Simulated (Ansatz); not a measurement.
# Si2BiTe2: a closer look at a trial structure

Aim: for this structure of Si2BiTe2, see whether it has a gap, which orbitals make up the states near it and how charge is shared.

Method: DFT PBE, scalar-relativistic, plane waves, PAW, in Ansatz 0.2.0.

2 further runs of the same task are left out: 1 that didn't finish, 1 set aside as unsound or not needed. Runs told in other sessions of the task aren't counted.

**1. Starting point**

The structure is trigonal, space group P-3m1 (No. 164). The conventional cell has a = 4.076 Å, b = 4.076 Å, c = 10.153 Å, α = 90.00°, β = 90.00°, γ = 120.00°. Around Si (site symmetry 3m) lie 3 Si at 2.44 Å and 1 Te at 2.63 Å. Around Bi (site symmetry -3m) lie 6 Te at 3.17 Å. Around Te (site symmetry 3m) lie 1 Si at 2.63 Å and 3 Bi at 3.17 Å.

As a file:

```cif
data_structure
_symmetry_space_group_name_H-M 'P-3m1'
_symmetry_Int_Tables_number 164
_cell_length_a 4.0763
_cell_length_b 4.0763
_cell_length_c 10.1534
_cell_angle_alpha 90.000
_cell_angle_beta 90.000
_cell_angle_gamma 120.000
_cell_volume 146.11
loop_
_atom_site_label
_atom_site_type_symbol
_atom_site_symmetry_multiplicity
_atom_site_Wyckoff_symbol
_atom_site_fract_x
_atom_site_fract_y
_atom_site_fract_z
_atom_site_occupancy
Si1 Si 2 d 0.66667 0.33333 0.53257 1
Bi1 Bi 1 a 0.00000 0.00000 0.00000 1
Te1 Te 2 d 0.66667 0.33333 0.79129 1
```

It is the end of an earlier relaxation with the same method, from a database cell with other species swapped in; it is a trial structure. At a tolerance of 0.05 Å it has space group P-3m1 (No. 164); it has 29.22 Å³/atom, an uncorrected energy of +0.11 eV/atom over the elements.

**2. Static run: bands, density of states and charges**

The input, input.yaml:

```yaml
crystal:
  lattice:
    - [4.0763260706, 0.0, 0.0]
    - [-2.0381630353, 3.5302019313, 0.0]
    - [0.0, 0.0, 10.1533635948]
  atoms:
    - { symbol: Si, position: [0.6666666667, 0.3333333333, 0.5325680014] }
    - { symbol: Si, position: [0.3333333333, 0.6666666667, 0.4674319986] }
    - { symbol: Bi, position: [0.0, 0.0, 0.0] }
    - { symbol: Te, position: [0.6666666667, 0.3333333333, 0.7912851322] }
    - { symbol: Te, position: [0.3333333333, 0.6666666667, 0.2087148678] }
basis:
  ecutwfc: 420
kpoints:
  mp_grid: { grid: [12, 12, 4] }
  band_path:
    path:
      - [[0.0, 0.0, 0.0], [0.5, 0.0, 0.0], [0.33333333, 0.33333333, 0.0], [0.0, 0.0, 0.0], [0.0, 0.0, 0.5], [0.5, 0.0, 0.5], [0.33333333, 0.33333333, 0.5], [0.0, 0.0, 0.5]]
      - [[0.5, 0.0, 0.5], [0.5, 0.0, 0.0]]
      - [[0.33333333, 0.33333333, 0.5], [0.33333333, 0.33333333, 0.0]]
    npoints: 14
hamiltonian:
  xc: pbe
scf:
  occupations: { method: gaussian, width: 0.1 }
  n_extra_bands: 12
output:
  forces: true
  stress: true
  eigenvalues: true
  populations: true
  dos: { projected: true, de: 0.02, nscf_kmesh: { grid: [15, 15, 5] } }
  bader: true
  write_density: true
  write_potential: true
  elf: true
  volumetric_format: npy
```

On the command line:

```sh
> ansatz run input.yaml --threads 1 --pin off --max-ram 2560MiB --backend cpu --events-out ev --progress --plain --runs-dir out
```

Q: Predict the outcome of this session. Wanted: gap; states at the Fermi level; Bader charges.

As calculated:

```
                 quantity                           value
                      gap                    none (metal)
states at the Fermi level            2.07 per eV per cell
            Bader charges  Si +0.13, Bi +0.56, Te -0.41 e
```

**Reading.** Bands cross the Fermi level: a metal at this level of theory. Of the projected weight within 0.25 eV of the Fermi level, the largest part is Te 5p (36 %) and Bi 6p (28 %). Bader charges reach 0.6 e, so charge transfer in this metal is moderate. Spin-orbit coupling is left out, which matters for the bands of Bi, Te.
